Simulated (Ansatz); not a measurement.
# HfH₂ (singlet): wave-function methods side by side at angle H2–Hf1–H3 = 67.4°, def2-SVP

Aim: climb from Hartree-Fock through coupled cluster and multireference methods for HfH₂ (singlet) at one geometry and basis, and see what each rung misses.

Computed with Ansatz 0.2.0, Gaussian basis. Level: def2-SVP, core rule «outside noble gas», up to 4 orbitals frozen.

To be run: UHF; CCSD(T) on RHF; CCSD(T) on UHF; CISD; CCSDT(Q) on RHF; CCSDT(Q) on UHF; CASSCF and MRCISD+Q, 2 electrons in 2 orbitals; CASSCF and NEVPT2, 2 electrons in 2 orbitals; Full CI.

19 further runs of the same task are left out: 14 for a known fault of the program, 4 that didn't finish, 1 set aside as unsound or not needed.

## (1) What is computed

The geometry derives from a PBE0/def2-TZVP stationary point (not a proven minimum). One angle is set to the value named; bond lengths are kept. No spin-orbit coupling is included. Elements past krypton take def2 core potentials.

3 atoms, charge 0, spin multiplicity 1.

Atoms are counted from 1 here; the program's logs count them from 0.

Bond lengths: Hf1–H2 1.912 Å, Hf1–H3 1.912 Å. Angles: H2–Hf1–H3 67.4°.

In the tables R marks a restricted determinant and U an unrestricted one; 'pair' is the active space of 2 electrons in 2 orbitals; energies count from the table's Hartree-Fock row.

## (2) UHF

The input, in.yaml:

```yaml
crystal:
  periodic: [false, false, false]
  atoms:
    - {symbol: Hf, position_ang: [-0.017763, 0.000000, 0.000000]}
    - {symbol: H, position_ang: [1.572767, 0.000000, -1.060752]}
    - {symbol: H, position_ang: [1.572767, 0.000000, 1.060752]}
basis:
  gaussian: {orbitals: def2-SVP}
magnetization: {spin_polarized: true, initial_magnetization: 0}
hamiltonian: {xc: hf}
output: {orbitals: {seedname: orbitals}}
```

Run with:

```console
ansatz run in.yaml --threads 1 --pin off --events-out ev --progress --plain --max-ram 2393MiB
```

The log of the run:

```text
Functional definition: HF
  name "HF"
  cite "Fock, Z. Phys. 61, 126 (1930) doi:10.1007/BF01340294"
  parent pbe
  exchange = exact_x
  correlation = 0
430 factors; integrals over basis functions are off by at most 7.8e-4 eV
mean field evaluation 1: about -1316.7923 eV, gradient 1.4e1 eV
mean field evaluation 2: about -1316.7990 eV, gradient 1.4e1 eV
mean field evaluation 4: about -1318.8238 eV, gradient 1.2e0 eV
mean field evaluation 8: about -1318.8839 eV, gradient 1.4e-1 eV
mean field evaluation 16: about -1318.9765 eV, gradient 5.9e-1 eV
mean field evaluation 32: about -1319.0332 eV, gradient 1.2e-1 eV
mean field evaluation 64: about -1319.1183 eV, gradient 3.2e-1 eV
mean field evaluation 96: about -1319.1445 eV, gradient 2.1e-1 eV
mean field evaluation 128: about -1319.1206 eV, gradient 7.6e-1 eV
mean field evaluation 160: about -1318.8255 eV, gradient 3.0e-1 eV
mean field evaluation 192: about -1318.4826 eV, gradient 7.4e-1 eV
mean field evaluation 224: about -1319.1797 eV, gradient 1.0e0 eV
mean field evaluation 256: about -1316.7630 eV, gradient 9.8e-1 eV
mean field -1319.19273825 eV, -48.4794389497 hartree, gradient 4.4e-6 eV, S^2 0.772074; 9 other end points of the search recorded, 0 dependent functions left out
reference -1319.19273825 eV, -48.4794389497 hartree; 7, 7 occupied and 35, 35 virtual orbitals, 430 factors
Total energy: -1319.19273825 eV, -48.4794389497 hartree
```

It took 0.99 s on 1 thread of Arm Neoverse V2, shared host.

From the report: ⟨S²⟩ of the determinant 0.772 (pure singlet: 0.00). The determinant is far from a pure spin state, so its energy mixes those of several spin states (harmless only where they are near-degenerate, as at dissociation).

The unrestricted solution breaks the spin symmetry, so the restricted determinant is unstable here.

## (3) CCSD(T) on RHF

Edit in.yaml of step 2 so:

```diff
@@ -8,4 +8,3 @@
   gaussian: {orbitals: def2-SVP}
-magnetization: {spin_polarized: true, initial_magnetization: 0}
-hamiltonian: {xc: hf}
-output: {orbitals: {seedname: orbitals}}
+magnetization: {spin_polarized: false}
+correlation: {method: ccsd_t, electrons: outside_noble_gas}
```

The command is unchanged.

The log of the run (excerpt; [...] marks lines left out):

```text
Functional definition: HF
  name "HF"
  cite "Fock, Z. Phys. 61, 126 (1930) doi:10.1007/BF01340294"
  parent pbe
[...]
430 factors; integrals over basis functions are off by at most 7.8e-4 eV
[...]
mean field -1318.88651229 eV, -48.4681853535 hartree, gradient 1.8e-6 eV, S^2 0.000000; 3 other end points of the search recorded, 0 dependent functions left out; unrestricted orbitals would lower it
determinant -1318.88651229 eV, -48.4681853535 hartree, with singles and doubles -1321.95611789 eV, -48.5809912784 hartree
determinant -1316.61418513 eV, -48.3846788705 hartree, with singles and doubles -1319.43186857 eV, -48.4882268268 hartree
determinant -1316.54036126 eV, -48.3819658930 hartree, with singles and doubles -1319.33439708 eV, -48.4846448158 hartree
4 core orbitals not correlated: weight in the atoms' cores, before any rotation towards them, 0.999 or more for the frozen orbitals, at most 0.000 for the correlated occupied ones
reference -1318.88651229 eV, -48.4681853535 hartree; 3, 3 occupied and 35, 35 virtual orbitals, 430 factors
second order -2.36097927 eV of doubles, -0.00000000 eV of singles
cycle   1  -3.07058860 eV  change   -9.8e-4 eV  update   2.6e-3
[...]
cycle  11  -3.07251985 eV  change   -2.7e-6 eV  update   4.8e-6
perturbative correction -0.10688761 eV, -0.0039280471 hartree
Total energy: -1322.06591975 eV, -48.5850264224 hartree
```

It took 0.78 s on 1 thread of Arm Neoverse V2, shared host.

From the report: correlation -3.1794 eV; T1 0.027; largest double amplitude 0.15.

## (4) CCSD(T) on UHF

Edit in.yaml of step 3 so:

```diff
@@ -8,3 +8,3 @@
   gaussian: {orbitals: def2-SVP}
-magnetization: {spin_polarized: false}
+magnetization: {spin_polarized: true, initial_magnetization: 0}
 correlation: {method: ccsd_t, electrons: outside_noble_gas}
```

Launched as before.

The log of the run (excerpt; [...] marks lines left out):

```text
Functional definition: HF
  name "HF"
  cite "Fock, Z. Phys. 61, 126 (1930) doi:10.1007/BF01340294"
  parent pbe
[...]
430 factors; integrals over basis functions are off by at most 7.8e-4 eV
[...]
mean field -1319.19273825 eV, -48.4794389497 hartree, gradient 1.8e-6 eV, S^2 0.772073; 35 other end points of the search recorded, 0 dependent functions left out
determinant -1319.19273825 eV, -48.4794389497 hartree, with singles and doubles -1321.85037794 eV, -48.5771054068 hartree
determinant -1318.73175428 eV, -48.4624981014 hartree, with singles and doubles -1321.25934527 eV, -48.5553853568 hartree
determinant -1318.54744095 eV, -48.4557247114 hartree, with singles and doubles -1321.16611451 eV, -48.5519591897 hartree
determinant -1318.52397591 eV, -48.4548623870 hartree, with singles and doubles -1321.18597475 eV, -48.5526890400 hartree
[...]
determinant -1316.54036125 eV, -48.3819658928 hartree, with singles and doubles -1319.34059333 eV, -48.4848725237 hartree
determinant -1316.37634739 eV, -48.3759384947 hartree, with singles and doubles -1319.01828474 eV, -48.4730279014 hartree
determinant -1318.88700240 eV, -48.4682033647 hartree, with singles and doubles -1321.94681489 eV, -48.5806493994 hartree
determinant -1318.88651229 eV, -48.4681853535 hartree, with singles and doubles -1321.95602872 eV, -48.5809880015 hartree
4 core orbitals not correlated: weight in the atoms' cores, before any rotation towards them, 0.999 or more for the frozen orbitals, at most 0.000 for the correlated occupied ones
reference -1319.19273825 eV, -48.4794389497 hartree; 3, 3 occupied and 35, 35 virtual orbitals, 430 factors
second order -1.90693096 eV of doubles, -0.00000000 eV of singles
cycle   1  -2.66146877 eV  change   -3.8e-3 eV  update   1.2e-2
[...]
cycle  22  -2.71880661 eV  change   -2.6e-6 eV  update   1.5e-6
perturbative correction -0.10606332 eV, -0.0038977550 hartree
Total energy: -1322.01760818 eV, -48.5832510048 hartree
```

Run time: 6.5 s. Hardware: 1 thread of Arm Neoverse V2, shared host.

From the report: ⟨S²⟩ of the determinant 0.772 (pure singlet: 0.00); correlation -2.8249 eV; T1 0.137; largest double amplitude 0.16. The determinant is far from a pure spin state, so its energy mixes those of several spin states (harmless only where they are near-degenerate, as at dissociation).

## (5) CISD

Edit in.yaml of step 4 so:

```diff
@@ -8,3 +8,2 @@
   gaussian: {orbitals: def2-SVP}
-magnetization: {spin_polarized: true, initial_magnetization: 0}
-correlation: {method: ccsd_t, electrons: outside_noble_gas}
+correlation: {active_space: {ras: {orbitals: [3, 0, 35], electrons: 6, max_holes: 2, max_particles: 2}, fixed_orbitals: true}}
```

Launched as before.

The log of the run:

```text
Functional definition: HF
  name "HF"
  cite "Fock, Z. Phys. 61, 126 (1930) doi:10.1007/BF01340294"
  parent pbe
  exchange = exact_x
  correlation = 0
430 factors; integrals over basis functions are off by at most 7.8e-4 eV
mean field evaluation 1: about -1316.7923 eV, gradient 2.0e1 eV
mean field evaluation 2: about -1316.7990 eV, gradient 2.0e1 eV
mean field evaluation 4: about -1318.8238 eV, gradient 1.7e0 eV
mean field evaluation 8: about -1318.8839 eV, gradient 2.0e-1 eV
mean field evaluation 16: about -1318.8865 eV, gradient 1.8e-6 eV
mean field -1318.88651229 eV, -48.4681853535 hartree, gradient 1.8e-6 eV, S^2 0.000000; 2 other end points of the search recorded, 0 dependent functions left out
reference -1318.88651229 eV, -48.4681853535 hartree; 7, 7 occupied and 35, 35 virtual orbitals, 430 factors
state -1321.76814522 eV, -48.5740834103 hartree
Total energy: -1321.76814522 eV, -48.5740834103 hartree
```

It took 0.81 s on 1 thread of Arm Neoverse V2, shared host.

From the report: 4,226 determinants.

## (6) CCSDT(Q) on RHF

Edit in.yaml of step 5 so:

```diff
@@ -8,2 +8,3 @@
   gaussian: {orbitals: def2-SVP}
-correlation: {active_space: {ras: {orbitals: [3, 0, 35], electrons: 6, max_holes: 2, max_particles: 2}, fixed_orbitals: true}}
+magnetization: {spin_polarized: false}
+correlation: {method: ccsdt_q, electrons: outside_noble_gas}
```

Launched as before.

The log of the run (excerpt; [...] marks lines left out):

```text
Functional definition: HF
  name "HF"
  cite "Fock, Z. Phys. 61, 126 (1930) doi:10.1007/BF01340294"
  parent pbe
[...]
788 factors; integrals over basis functions are off by at most 2.2e-7 eV
[...]
mean field -1318.88652993 eV, -48.4681860014 hartree, gradient 1.8e-6 eV, S^2 0.000000; 3 other end points of the search recorded, 0 dependent functions left out; unrestricted orbitals would lower it
determinant -1318.88652993 eV, -48.4681860014 hartree, with singles and doubles -1321.95617559 eV, -48.5809933990 hartree
determinant -1316.61421095 eV, -48.3846798194 hartree, with singles and doubles -1319.43190905 eV, -48.4882283145 hartree
determinant -1316.54038390 eV, -48.3819667252 hartree, with singles and doubles -1319.33444645 eV, -48.4846466299 hartree
4 core orbitals not correlated: weight in the atoms' cores, before any rotation towards them, 0.999 or more for the frozen orbitals, at most 0.000 for the correlated occupied ones
reference -1318.88652993 eV, -48.4681860014 hartree; 3, 3 occupied and 35, 35 virtual orbitals, 788 factors
second order -2.36103760 eV of doubles, -0.00000000 eV of singles
cycle   1  -2.78061056 eV  change   -4.2e-1 eV  update   9.0e-2
[...]
cycle  25  -3.21182255 eV  change    3.4e-7 eV  update   3.7e-7
perturbative correction -0.00368027 eV, -0.0001352473 hartree
Total energy: -1322.10203274 eV, -48.5863535503 hartree
```

Run time: 2.9 s. Hardware: 1 thread of Arm Neoverse V2, shared host.

From the report: correlation -3.2155 eV; T1 0.024; largest double amplitude 0.17.

## (7) CCSDT(Q) on UHF

Edit in.yaml of step 6 so:

```diff
@@ -8,3 +8,3 @@
   gaussian: {orbitals: def2-SVP}
-magnetization: {spin_polarized: false}
+magnetization: {spin_polarized: true, initial_magnetization: 0}
 correlation: {method: ccsdt_q, electrons: outside_noble_gas}
```

The command is unchanged.

The log of the run (excerpt; [...] marks lines left out):

```text
Functional definition: HF
  name "HF"
  cite "Fock, Z. Phys. 61, 126 (1930) doi:10.1007/BF01340294"
  parent pbe
[...]
788 factors; integrals over basis functions are off by at most 2.2e-7 eV
[...]
mean field -1319.19276004 eV, -48.4794397503 hartree, gradient 1.7e-6 eV, S^2 0.772075; 35 other end points of the search recorded, 0 dependent functions left out
determinant -1319.19276004 eV, -48.4794397503 hartree, with singles and doubles -1321.85043566 eV, -48.5771075280 hartree
determinant -1318.73177850 eV, -48.4624989915 hartree, with singles and doubles -1321.25938924 eV, -48.5553869727 hartree
determinant -1318.54746384 eV, -48.4557255525 hartree, with singles and doubles -1321.16615567 eV, -48.5519607022 hartree
determinant -1318.52400071 eV, -48.4548632984 hartree, with singles and doubles -1321.18602710 eV, -48.5526909637 hartree
[...]
determinant -1316.54038389 eV, -48.3819667250 hartree, with singles and doubles -1319.34064401 eV, -48.4848743862 hartree
determinant -1316.37637295 eV, -48.3759394340 hartree, with singles and doubles -1319.01835135 eV, -48.4730303495 hartree
determinant -1318.88702038 eV, -48.4682040252 hartree, with singles and doubles -1321.94687002 eV, -48.5806514255 hartree
determinant -1318.88652993 eV, -48.4681860014 hartree, with singles and doubles -1321.95608720 eV, -48.5809901504 hartree
4 core orbitals not correlated: weight in the atoms' cores, before any rotation towards them, 0.999 or more for the frozen orbitals, at most 0.000 for the correlated occupied ones
reference -1319.19276004 eV, -48.4794397503 hartree; 3, 3 occupied and 35, 35 virtual orbitals, 788 factors
second order -1.90696721 eV of doubles, -0.00000000 eV of singles
cycle   1  -2.27591593 eV  change   -3.7e-1 eV  update   7.9e-2
[...]
cycle  32  -2.87502049 eV  change   -2.0e-7 eV  update   3.8e-7
perturbative correction -0.00754544 eV, -0.0002772898 hartree
Total energy: -1322.07532597 eV, -48.5853720944 hartree
```

Wall time 19 s (1 thread of Arm Neoverse V2, shared host).

From the report: ⟨S²⟩ of the determinant 0.772 (pure singlet: 0.00); correlation -2.8826 eV; T1 0.163; largest double amplitude 0.22. The determinant is far from a pure spin state, so its energy mixes those of several spin states (harmless only where they are near-degenerate, as at dissociation).

## (8) CASSCF and MRCISD+Q, 2 electrons in 2 orbitals

Edit in.yaml of step 7 so:

```diff
@@ -8,3 +8,2 @@
   gaussian: {orbitals: def2-SVP}
-magnetization: {spin_polarized: true, initial_magnetization: 0}
-correlation: {method: ccsdt_q, electrons: outside_noble_gas}
+correlation: {method: fic_mrcisd_q, electrons: outside_noble_gas, active_space: {window: {electrons: 2, orbitals: 2}}}
```

The command is unchanged.

The log of the run (excerpt; [...] marks lines left out):

```text
Functional definition: HF
  name "HF"
  cite "Fock, Z. Phys. 61, 126 (1930) doi:10.1007/BF01340294"
  parent pbe
[...]
430 factors; integrals over basis functions are off by at most 7.8e-4 eV
[...]
mean field -1318.88651229 eV, -48.4681853535 hartree, gradient 1.8e-6 eV, S^2 0.000000; 2 other end points of the search recorded, 0 dependent functions left out; unrestricted orbitals would lower it
reference -1318.88651229 eV, -48.4681853535 hartree; 7, 7 occupied and 35, 35 virtual orbitals, 430 factors
state -1319.43492505 eV, -48.4883391506 hartree
contracted CI cycle   1: correlation 0.00000000 eV, 0.0000000000 hartree, residual 1.03e1 eV
contracted CI cycle   2: correlation -2.24366515 eV, -0.0824531733 hartree, residual 2.08e0 eV
contracted CI cycle   3: correlation -2.37578126 eV, -0.0873083509 hartree, residual 9.25e-1 eV
[...]
contracted CI cycle   5: correlation -2.51367722 eV, -0.0923759341 hartree, residual 1.73e-1 eV
contracted CI cycle   6: correlation -2.51507490 eV, -0.0924272979 hartree, residual 8.67e-2 eV
contracted CI cycle   7: correlation -2.51536032 eV, -0.0924377867 hartree, residual 3.49e-2 eV
contracted CI cycle   8: correlation -2.51540565 eV, -0.0924394526 hartree, residual 1.32e-2 eV
contracted CI cycle   9: correlation -2.51541290 eV, -0.0924397192 hartree, residual 6.13e-3 eV
contracted CI cycle  10: correlation -2.51541460 eV, -0.0924397816 hartree, residual 3.09e-3 eV
contracted CI cycle  11: correlation -2.51541499 eV, -0.0924397958 hartree, residual 1.35e-3 eV
contracted CI cycle  12: correlation -2.51541507 eV, -0.0924397987 hartree, residual 5.78e-4 eV
state -1319.30083469 eV, -48.4834114206 hartree; corrected -1322.04610241 eV, -48.5842981486 hartree
state -1319.43492505 eV, -48.4883391506 hartree; corrected -1322.11142320 eV, -48.5866986431 hartree
Total energy: -1322.11142320 eV, -48.5866986431 hartree
```

It took 1 s on 1 thread of Arm Neoverse V2, shared host.

From the report: 4 determinants; active occupations 1.95, 0.05.

## (9) CASSCF and NEVPT2, 2 electrons in 2 orbitals

Edit in.yaml of step 8 so:

```diff
@@ -8,2 +8,2 @@
   gaussian: {orbitals: def2-SVP}
-correlation: {method: fic_mrcisd_q, electrons: outside_noble_gas, active_space: {window: {electrons: 2, orbitals: 2}}}
+correlation: {method: sc_nevpt2, electrons: outside_noble_gas, active_space: {window: {electrons: 2, orbitals: 2}}}
```

The command is unchanged.

The log of the run (excerpt; [...] marks lines left out):

```text
Functional definition: HF
  name "HF"
  cite "Fock, Z. Phys. 61, 126 (1930) doi:10.1007/BF01340294"
  parent pbe
[...]
430 factors; integrals over basis functions are off by at most 7.8e-4 eV
[...]
mean field -1318.88651229 eV, -48.4681853535 hartree, gradient 1.8e-6 eV, S^2 0.000000; 2 other end points of the search recorded, 0 dependent functions left out; unrestricted orbitals would lower it
reference -1318.88651229 eV, -48.4681853535 hartree; 7, 7 occupied and 35, 35 virtual orbitals, 430 factors
state -1319.43492505 eV, -48.4883391506 hartree
state -1319.43492505 eV, -48.4883391506 hartree; corrected -1321.30161474 eV, -48.5569387312 hartree
state -1319.30083469 eV, -48.4834114206 hartree
state -1319.30083469 eV, -48.4834114206 hartree; corrected -1321.28202656 eV, -48.5562188790 hartree
state -1319.43492505 eV, -48.4883391506 hartree; corrected -1321.30161474 eV, -48.5569387312 hartree
Total energy: -1321.30161474 eV, -48.5569387312 hartree
```

Wall time 0.75 s (1 thread of Arm Neoverse V2, shared host).

From the report: 4 determinants; active occupations 1.95, 0.05.

## (10) Full CI

Edit in.yaml of step 9 so:

```diff
@@ -8,2 +8,2 @@
   gaussian: {orbitals: def2-SVP}
-correlation: {method: sc_nevpt2, electrons: outside_noble_gas, active_space: {window: {electrons: 2, orbitals: 2}}}
+correlation: {method: fci, electrons: outside_noble_gas}
```

Same command.

The log of the run (excerpt; [...] marks lines left out):

```text
Functional definition: HF
  name "HF"
  cite "Fock, Z. Phys. 61, 126 (1930) doi:10.1007/BF01340294"
  parent pbe
[...]
788 factors; integrals over basis functions are off by at most 2.2e-7 eV
[...]
mean field -1318.88652993 eV, -48.4681860014 hartree, gradient 1.8e-6 eV, S^2 0.000000; 2 other end points of the search recorded, 0 dependent functions left out; unrestricted orbitals would lower it
[...]
4 core orbitals not correlated: weight in the atoms' cores, before any rotation towards them, 0.999 or more for the frozen orbitals, at most 0.000 for the correlated occupied ones
reference -1318.88652993 eV, -48.4681860014 hartree; 3, 3 occupied and 35, 35 virtual orbitals, 788 factors
state -1322.10163262 eV, -48.5863388460 hartree
Total energy: -1322.10163262 eV, -48.5863388460 hartree
```

It took 3.7 min on 1 thread of Arm Neoverse V2, shared host; peak memory 1.8 GiB.

From the report: 17,829,512 determinants, symmetry A1.

## (11) Natural occupations

Natural occupations of the FCI state about the gap (report; correlated orbitals 1 to 10): 1.945, 1.925, 1.791, 0.102, 0.057, 0.053, 0.035, 0.019, 0.013, 0.010. The count of effectively unpaired electrons, Σ n²(2 − n)², is 0.24; a single determinant of this spin has 0.

## (12) All levels against the top one

The yardstick is full CI for this spin, exact in this basis with these frozen cores. Rows without a time come out of other runs: HF, MP2 and CCSD of CCSD(T), CCSDT of CCSDT(Q), CASSCF and MRCISD of the multireference runs.

Differences are taken before rounding.

| method | energy from the lowest RHF (kJ/mol) | from FCI (kJ/mol) | time |
| --- | --- | --- | --- |
| RHF | 0.0 | +310.2 |  |
| UHF | -29.5 | +280.7 |  |
| RMP2 | -227.8 | +82.4 |  |
| UMP2 | -213.5 | +96.7 |  |
| CISD | -278.0 | +32.2 | 0.81 s |
| RCCSD | -296.5 | +13.8 |  |
| UCCSD | -291.9 | +18.3 |  |
| RCCSD(T) | -306.8 | +3.4 | 0.78 s |
| UCCSD(T) | -302.1 | +8.1 | 6.5 s |
| RCCSDT | -309.9 | +0.3 |  |
| UCCSDT | -306.9 | +3.3 |  |
| RCCSDT(Q) | -310.3 | 0.0 | 2.9 s |
| UCCSDT(Q) | -307.7 | +2.5 | 19 s |
| CASSCF pair | -52.9 | +257.3 |  |
| NEVPT2 pair | -233.0 | +77.2 | 0.75 s |
| MRCISD pair | -285.9 | +24.3 |  |
| MRCISD+Q pair | -311.2 | -0.9 | 1 s |
| FCI | -310.2 | 0 | 3.7 min |

Among the levels timed on like hardware and quicker than the yardstick, those that no quicker one beats, quickest first: NEVPT2 pair (0.75 s, +77.2 kJ/mol); RCCSD(T) (0.78 s, +3.4 kJ/mol); MRCISD+Q pair (1 s, -0.9 kJ/mol); RCCSDT(Q) (2.9 s, 0.0 kJ/mol).

## (13) What came out

| quantity | value |
| --- | --- |
| FCI below the RHF energy | -3.2151 eV |
| RMP2 from FCI | +82.4 kJ/mol |
| UMP2 from FCI | +96.7 kJ/mol |
| RCCSD from FCI | +13.8 kJ/mol |
| RCCSD(T) from FCI | +3.4 kJ/mol |
| UCCSD(T) from FCI | +8.1 kJ/mol |
| RCCSDT(Q) from FCI | 0.0 kJ/mol |
| UCCSDT(Q) from FCI | +2.5 kJ/mol |
| NEVPT2 pair from FCI | +77.2 kJ/mol |
| MRCISD+Q pair from FCI | -0.9 kJ/mol |
| levels within 1 kcal/mol (43 meV) | RCCSD(T), RCCSDT, UCCSDT, RCCSDT(Q), UCCSDT(Q), MRCISD+Q pair |
| T1 diagnostic | 0.027 |
| effectively unpaired electrons | 0.24 |

RCCSD(T) misses by +3.4 kJ/mol, 1.1 % of the correlation energy. CCSD(T) misses by +3.4 kJ/mol on the restricted determinant and by +8.1 kJ/mol on the unrestricted one; the two need not hold the same state or core. MRCISD+Q pair falls below full CI: the +Q correction isn't variational, and the cores differ from full CI's. The occupations show some static correlation. Of the multireference levels listed MRCISD+Q pair comes nearest in total energy (-0.9 kJ/mol), which doesn't show that its space is the better one. These misses are within one basis, not against nature.

RCCSDT(Q) reaches 0.0 kJ/mol from the reference in 2.9 s, where FCI took 3.7 min; the quickest level in the cost chart, NEVPT2 pair, takes 0.75 s and misses by 77.2 kJ/mol.
